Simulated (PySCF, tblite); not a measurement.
**methoxybenzoquinone (C₇H₆O₃): a rotation path, then NMR shifts on frames**

How do NMR shifts of methoxybenzoquinone (C₇H₆O₃) (`COC1=CC(=O)C=CC1=O`) change as the atoms move?

Programs: tblite 0.8.0 and PySCF 2.14.0, with density-fitted response routines of our own. Each step states its level of theory. These are calculated values for one molecule in the gas phase, unless marked as measured. Atoms count from 0, in the outputs and in this text.

## 1. The starting structure

16 atoms, charge 0, multiplicity 1; geometry from: GFN2-xTB.

Bonds of the start (Å): C0–O1 1.42, O1–C2 1.34, C2–C3 1.36, C3–C4 1.45, C4–O5 1.22, C4–C6 1.48, C6–C7 1.33, C7–C8 1.47, C8–O9 1.22, C8–C2 1.50, C0–H10 1.09, C0–H11 1.09, C0–H12 1.09, C3–H13 1.08, C6–H14 1.08, C7–H15 1.08.

## 2. A band between two rotamers with GFN2-xTB

What the job is given:

```
{"job": {"kind": "neb", "xc": "GFN2-xTB", "basis": "xTB", "atoms": [8, 2, 1, 0], "turn": 180}, "charge": 0, "multiplicity": 1}
C      2.672390     0.547797     0.305704
O      1.772144    -0.535354     0.164119
C      0.450184    -0.360996     0.031032
C     -0.310447    -1.476030    -0.097330
C     -1.751424    -1.459170    -0.249730
O     -2.420474    -2.471354    -0.366211
C     -2.379286    -0.116799    -0.256242
C     -1.656146     0.995155    -0.131340
C     -0.191476     0.989673     0.021044
O      0.431064     2.028570     0.128470
H      3.654296     0.084016     0.394038
H      2.459689     1.136037     1.200617
H      2.651440     1.206377    -0.564824
H      0.170217    -2.443161    -0.087604
H     -3.454100    -0.094613    -0.368128
H     -2.105671     1.978796    -0.135025
```

With the program's defaults for keys left out, this is: GFN2-xTB climbing-image nudged elastic band, gas phase.

Command:

```bash
OMP_NUM_THREADS=1 python probes_run.py task.json out
```

This one command runs all jobs of the session in turn.

Standard output:

```text
image   E - E0 / eV
  0      -0.0000
  1       0.0374
  2       0.1111
  3       0.2252
  4       0.3112
  5       0.2286
  6       0.0983
  7      -0.0097
  8      -0.0585
```

It took 13 s on 1 thread, shared host.

The final band, with the dihedral C8–C2–O1–C0:

```
image  dihedral (°)  energy (eV)  energy (kcal/mol)
    0             0        0.000                0.0
    1            23        0.037                0.9
    2            44        0.111                2.6
    3            69        0.225                5.2
    4            96        0.311                7.2
    5           125        0.229                5.3
    6           149        0.098                2.3
    7           165       -0.010               -0.2
    8           180       -0.059               -1.3
```

## 3. NMR shieldings: image 0, PBE0/pcSseg-1

What the job is given:

```
{"job": {"kind": "nmr", "xc": "PBE0", "basis": "pcSseg-1", "pop": false}, "charge": 0, "multiplicity": 1}
C      2.672400     0.547800     0.305700
O      1.772100    -0.535400     0.164100
C      0.450200    -0.361000     0.031000
C     -0.310400    -1.476000    -0.097300
C     -1.751400    -1.459200    -0.249700
O     -2.420500    -2.471400    -0.366200
C     -2.379300    -0.116800    -0.256200
C     -1.656100     0.995200    -0.131300
C     -0.191500     0.989700     0.021000
O      0.431100     2.028600     0.128500
H      3.654300     0.084000     0.394000
H      2.459700     1.136000     1.200600
H      2.651400     1.206400    -0.564800
H      0.170200    -2.443200    -0.087600
H     -3.454100    -0.094600    -0.368100
H     -2.105700     1.978800    -0.135000
```

Level: GIAO PBE0/pcSseg-1 NMR shielding, non-relativistic, gas phase.

Standard output:

```text
coarse grid: 14584 points
cycle   1  E = -495.0149042457  dE =  2.030e+00  |g| = 1.150e+00  |ddm| = 4.014e+00
cycle   2  E = -494.0378878063  dE =  9.770e-01  |g| = 2.506e+00  |ddm| = 4.436e+00
cycle   3  E = -495.2637853909  dE = -1.226e+00  |g| = 2.240e-01  |ddm| = 3.564e+00
cycle   4  E = -495.2710866283  dE = -7.301e-03  |g| = 1.472e-01  |ddm| = 3.335e-01
cycle   5  E = -495.2746683402  dE = -3.582e-03  |g| = 5.926e-02  |ddm| = 1.753e-01
cycle   6  E = -495.2753500984  dE = -6.818e-04  |g| = 1.954e-02  |ddm| = 6.679e-02
cycle   7  E = -495.2754375639  dE = -8.747e-05  |g| = 5.041e-03  |ddm| = 2.100e-02
cycle   8  E = -495.2754420139  dE = -4.450e-06  |g| = 1.639e-03  |ddm| = 5.245e-03
final grid: 144312 points
cycle   9  E = -495.3660454643  dE = -8.392e-06  |g| = 1.821e-02  |ddm| = 4.258e-02
cycle  10  E = -495.3658419064  dE =  2.036e-04  |g| = 3.743e-02  |ddm| = 4.789e-02
cycle  11  E = -495.3661060993  dE = -2.642e-04  |g| = 3.164e-03  |ddm| = 3.575e-02
cycle  12  E = -495.3661079031  dE = -1.804e-06  |g| = 6.436e-04  |ddm| = 2.751e-03
cycle  13  E = -495.3661079665  dE = -6.337e-08  |g| = 2.766e-04  |ddm| = 7.478e-04
cycle  14  E = -495.3661079815  dE = -1.502e-08  |g| = 1.254e-04  |ddm| = 3.778e-04
cycle  15  E = -495.3661079853  dE = -3.777e-09  |g| = 3.078e-05  |ddm| = 1.507e-04
cycle  16  E = -495.3661079855  dE = -1.919e-10  |g| = 1.061e-05  |ddm| = 3.343e-05
converged SCF energy = -495.3661079855

GIAO shielding tensors (ppm)
atom      isotropic    diamagn.    paramagn.     s11        s22        s33       span
  0 C      125.256     243.069    -117.813     99.366    102.957    173.447     74.081
  1 O      212.353     396.222    -183.869    114.816    235.450    286.793    171.977
  2 C       24.661     257.552    -232.891    -75.009     36.910    112.081    187.091
  3 C       67.683     253.614    -185.931    -16.094     84.591    134.553    150.647
  4 C       -5.532     248.859    -254.390    -91.379    -35.571    110.355    201.733
  5 O     -421.146     400.051    -821.197  -1204.437   -404.446    345.443   1549.880
  6 C       44.296     255.862    -211.567    -75.505     71.181    137.211    212.716
  7 C       47.863     256.983    -209.120    -59.418     66.905    136.101    195.518
  8 C       -5.263     248.403    -253.666    -94.298    -25.165    103.674    197.972
  9 O     -387.848     401.559    -789.407  -1137.184   -398.372    372.012   1509.196
 10 H       27.610      27.386       0.224     23.592     26.456     32.783      9.190
 11 H       27.181      29.150      -1.969     23.506     25.725     32.314      8.808
 12 H       27.187      29.141      -1.954     23.526     25.699     32.336      8.810
 13 H       25.434      31.605      -6.171     23.255     23.327     29.719      6.465
 14 H       25.068      29.476      -4.408     22.568     23.970     28.665      6.096
 15 H       25.060      30.264      -5.204     23.082     23.772     28.325      5.244
```

Run time: 84 s. Hardware: 1 thread, shared host.

Shifts follow as δ = σ(reference) − σ, with reference shieldings (ppm) from runs at the same level and on the same kind of geometry: ¹H TMS 31.72, ¹³C TMS 186.9, ¹⁷O H2O 336.1. The references are single molecules in the gas phase, so shifts against H2O, NH3, PH3, H3PO4 or CFCl3 are not on the usual liquid scales and can be off by tens of ppm. Each atom is listed at this fixed geometry, with no averaging over motion; a spectrum would average atoms that exchange fast.

```
atoms                               environment  σ (ppm)  δ (ppm)
   C4                    ketone carbonyl carbon     -5.5    192.5
   C8                    ketone carbonyl carbon     -5.3    192.2
   C2              alkene carbon bearing oxygen     24.7    162.3
   C6                β carbon of a C=C–C=O unit     44.3    142.6
   C7                β carbon of a C=C–C=O unit     47.9    139.1
   C3                β carbon of a C=C–C=O unit     67.7    119.2
   C0                 methyl carbon bonded to O    125.3     61.7
  H15  hydrogen on a β carbon of a C=C–C=O unit    25.06     6.66
  H14  hydrogen on a β carbon of a C=C–C=O unit    25.07     6.65
  H13  hydrogen on a β carbon of a C=C–C=O unit    25.43     6.28
  H11   hydrogen on a methyl carbon bonded to O    27.18     4.54
  H12   hydrogen on a methyl carbon bonded to O    27.19     4.53
  H10   hydrogen on a methyl carbon bonded to O    27.61     4.11
   O5                             ketone oxygen   -421.1    757.2
   O9                             ketone oxygen   -387.8    723.9
   O1                              ether oxygen    212.4    123.7
```

Ring of atoms C2, C3, C4, C6, C7, C8: NICS(0) 6.7, NICS(1) -0.2, NICS(1)zz 3.0 ppm (means of both faces).

## 4. NMR shieldings: image 2, PBE0/pcSseg-1

What the job is given:

```
{"job": {"kind": "nmr", "xc": "PBE0", "basis": "pcSseg-1", "pop": false}, "charge": 0, "multiplicity": 1}
C      2.646300     0.470400     0.473100
O      1.808200    -0.417200    -0.253000
C      0.470000    -0.285300    -0.193000
C     -0.266700    -1.418700    -0.170200
C     -1.718600    -1.436200    -0.105500
O     -2.359900    -2.460000     0.045200
C     -2.377000    -0.111900    -0.175500
C     -1.675400     1.017900    -0.261500
C     -0.201300     1.049000    -0.295200
O      0.404800     2.090200    -0.449000
H      3.662400     0.169900     0.224800
H      2.480100     0.329100     1.545600
H      2.489300     1.514700     0.208300
H      0.240100    -2.372700    -0.146500
H     -3.457100    -0.117000    -0.142100
H     -2.152800     1.986800    -0.316900
```

With the program's defaults for keys left out, this is: GIAO PBE0/pcSseg-1 NMR shielding, non-relativistic, gas phase.

Standard output:

```text
coarse grid: 14584 points
cycle   1  E = -495.0138045934  dE =  2.016e+00  |g| = 1.152e+00  |ddm| = 4.006e+00
cycle   2  E = -494.0280462342  dE =  9.858e-01  |g| = 2.524e+00  |ddm| = 4.343e+00
cycle   3  E = -495.2631168259  dE = -1.235e+00  |g| = 2.151e-01  |ddm| = 3.474e+00
cycle   4  E = -495.2703428435  dE = -7.226e-03  |g| = 1.346e-01  |ddm| = 3.143e-01
cycle   5  E = -495.2734958040  dE = -3.153e-03  |g| = 4.752e-02  |ddm| = 1.541e-01
cycle   6  E = -495.2738950385  dE = -3.992e-04  |g| = 1.794e-02  |ddm| = 5.285e-02
cycle   7  E = -495.2739647141  dE = -6.968e-05  |g| = 4.898e-03  |ddm| = 1.967e-02
cycle   8  E = -495.2739691131  dE = -4.399e-06  |g| = 1.466e-03  |ddm| = 5.145e-03
final grid: 144312 points
cycle   9  E = -495.3646331417  dE = -4.914e-06  |g| = 1.845e-02  |ddm| = 3.757e-02
cycle  10  E = -495.3644228010  dE =  2.103e-04  |g| = 3.803e-02  |ddm| = 4.800e-02
cycle  11  E = -495.3646950837  dE = -2.723e-04  |g| = 3.246e-03  |ddm| = 3.604e-02
cycle  12  E = -495.3646969980  dE = -1.914e-06  |g| = 6.020e-04  |ddm| = 2.669e-03
cycle  13  E = -495.3646970531  dE = -5.519e-08  |g| = 2.571e-04  |ddm| = 7.160e-04
cycle  14  E = -495.3646970661  dE = -1.294e-08  |g| = 1.133e-04  |ddm| = 3.447e-04
cycle  15  E = -495.3646970691  dE = -2.971e-09  |g| = 2.944e-05  |ddm| = 1.356e-04
cycle  16  E = -495.3646970692  dE = -1.846e-10  |g| = 9.478e-06  |ddm| = 3.386e-05
converged SCF energy = -495.3646970692

GIAO shielding tensors (ppm)
atom      isotropic    diamagn.    paramagn.     s11        s22        s33       span
  0 C      127.132     244.807    -117.674     96.025    101.099    184.274     88.249
  1 O      223.658     397.189    -173.531    135.062    238.055    297.857    162.796
  2 C       20.430     257.663    -237.233    -84.185     36.295    109.180    193.365
  3 C       61.246     253.687    -192.441    -31.410     84.227    130.919    162.329
  4 C       -6.343     249.345    -255.687    -91.004    -38.114    110.089    201.093
  5 O     -430.052     399.974    -830.027  -1225.421   -412.366    347.631   1573.052
  6 C       44.876     255.835    -210.959    -73.384     70.510    137.501    210.886
  7 C       46.812     257.151    -210.339    -61.207     65.015    136.627    197.834
  8 C       -5.199     247.318    -252.518    -92.780    -24.786    101.967    194.747
  9 O     -376.256     400.260    -776.516  -1096.425   -402.753    370.410   1466.836
 10 H       27.605      27.810      -0.205     24.088     25.705     33.023      8.935
 11 H       28.163      29.418      -1.254     24.720     26.288     33.482      8.762
 12 H       26.086      29.484      -3.398     20.386     26.845     31.028     10.642
 13 H       25.265      31.882      -6.616     22.611     23.425     29.759      7.148
 14 H       25.087      29.400      -4.313     22.618     24.029     28.615      5.997
 15 H       25.076      29.982      -4.906     22.979     23.960     28.288      5.309
```

Run time: 87 s. Hardware: 1 thread, shared host.

In short: δ C4 193.3, C8 192.1, C2 166.5, C6 142.0, H15 6.64, H14 6.63 ppm.

(Part 1 of 2 ends here.)
